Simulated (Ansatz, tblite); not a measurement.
# The cluster Sn3O3−: one state, many levels

How do method and basis change the picture of the cluster Sn3O3− (doublet)?

Method: as each input shows; program: Ansatz 0.2.0, Gaussian basis.

Levels to be run: GFN1-xTB, GFN2-xTB, PBE-D4/def2-TZVPD, r2SCAN-D4/def2-TZVPD, B2PLYP/def2-TZVPD, MP2/def2-TZVPD, RPA/def2-TZVPD.

10 further runs of the same task are left out: 8 that didn't finish, 2 set aside as unsound or not needed. Runs told in other sessions of the task aren't counted.

**1. The geometry**

The doublet was relaxed beforehand with B3LYP-D4/def2-SVPD. At that level it is the lowest of the isomers that a small search found.

6 atoms, charge -1, spin multiplicity 2.

Bond lengths: Sn1–O4 2.152 Å, Sn1–O5 2.028 Å, Sn2–O4 2.294 Å, Sn2–O5 2.087 Å, Sn2–O6 2.087 Å, Sn3–O4 2.152 Å, Sn3–O6 2.028 Å. Angles: O4–Sn1–O5 83.3°, O4–Sn2–O5 78.6°, O4–Sn2–O6 78.6°, O5–Sn2–O6 101.7°, O4–Sn3–O6 83.3°, Sn1–O4–Sn2 93.7°, Sn1–O4–Sn3 96.4°, Sn2–O4–Sn3 93.7°, Sn1–O5–Sn2 104.1°, Sn2–O6–Sn3 104.1°.

Sn takes a core potential in the def2 sets. No spin-orbit coupling is included. The ion is computed in the gas phase, without counter-ions or solvent.

PBE0-D4/def2-TZVPD was run before; its log isn't repeated, and its numbers join the tables.

**2. GFN1-xTB**

Tight binding, by tblite at 300 K electronic temperature and without a spin-polarisation term:

```python
tblite.interface.Calculator('GFN1-xTB', numbers, positions, charge=-1, uhf=1).singlepoint()
```

Energy -596.7750 eV; 0.014 s.

**3. GFN2-xTB**

Tight binding, by tblite at 300 K electronic temperature and without a spin-polarisation term:

```python
tblite.interface.Calculator('GFN2-xTB', numbers, positions, charge=-1, uhf=1).singlepoint()
```

Energy -513.7113 eV; 0.023 s.

**4. PBE-D4/def2-TZVPD**

start.molden holds the orbitals of an earlier run on this state, given as this run's starting guess.

in.yaml reads:

```yaml
crystal:
  periodic: [false, false, false]
  atoms:
    - {symbol: Sn, position_ang: [-1.407475, -1.284465, 0.666402]}
    - {symbol: Sn, position_ang: [1.020478, 0.857974, 0.890367]}
    - {symbol: Sn, position_ang: [0.074085, -0.281804, -1.997625]}
    - {symbol: O, position_ang: [0.597333, -1.164197, -0.106105]}
    - {symbol: O, position_ang: [-0.889113, 0.430459, 1.617055]}
    - {symbol: O, position_ang: [0.604702, 1.442032, -1.070104]}
basis:
  gaussian: {orbitals: def2-TZVPD, initial_orbitals: start.molden}
total_charge: -1
magnetization: {spin_polarized: true, initial_magnetization: 1}
hamiltonian: {xc: pbe, dispersion: d4}
scf: {omitted_lower_state_checks: [starts]}
output: {forces: true, orbitals: {seedname: orbitals}}
```

Command:

```bash
$ ansatz run in.yaml --threads 4 --pin off --events-out ev --progress --plain --max-ram 4787MiB
```

After this run come: r2SCAN-D4/def2-TZVPD; B2PLYP/def2-TZVPD; MP2/def2-TZVPD; RPA/def2-TZVPD.

Before running them: what should the planned runs give, taken together? Wanted: gap in def2-TZVPD, named functionals, smallest and largest; correlation energy, MP2/def2-TZVPD; ⟨S²⟩ in def2-TZVPD, named functionals, smallest and largest.

As calculated:

| quantity | value |
| --- | --- |
| gap in def2-TZVPD, named functionals, smallest and largest | 0.66 eV (PBE-D4), 2.09 eV (PBE0-D4) |
| correlation energy, MP2/def2-TZVPD | -45.84 eV |
| ⟨S²⟩ in def2-TZVPD, named functionals, smallest and largest | 0.753, 0.758 |

Orbital gaps of the named functionals in def2-TZVPD span 0.66 eV (PBE-D4) to 2.09 eV (PBE0-D4); exact exchange widens it. Over the named functionals in def2-TZVPD spin contamination reaches 0.01 (r2SCAN-D4), which is small. PBE-D4, r2SCAN-D4 put the HOMO above zero; others here keep it below zero, so the sign hangs on the functional's self-interaction and doesn't show that the species is unbound.
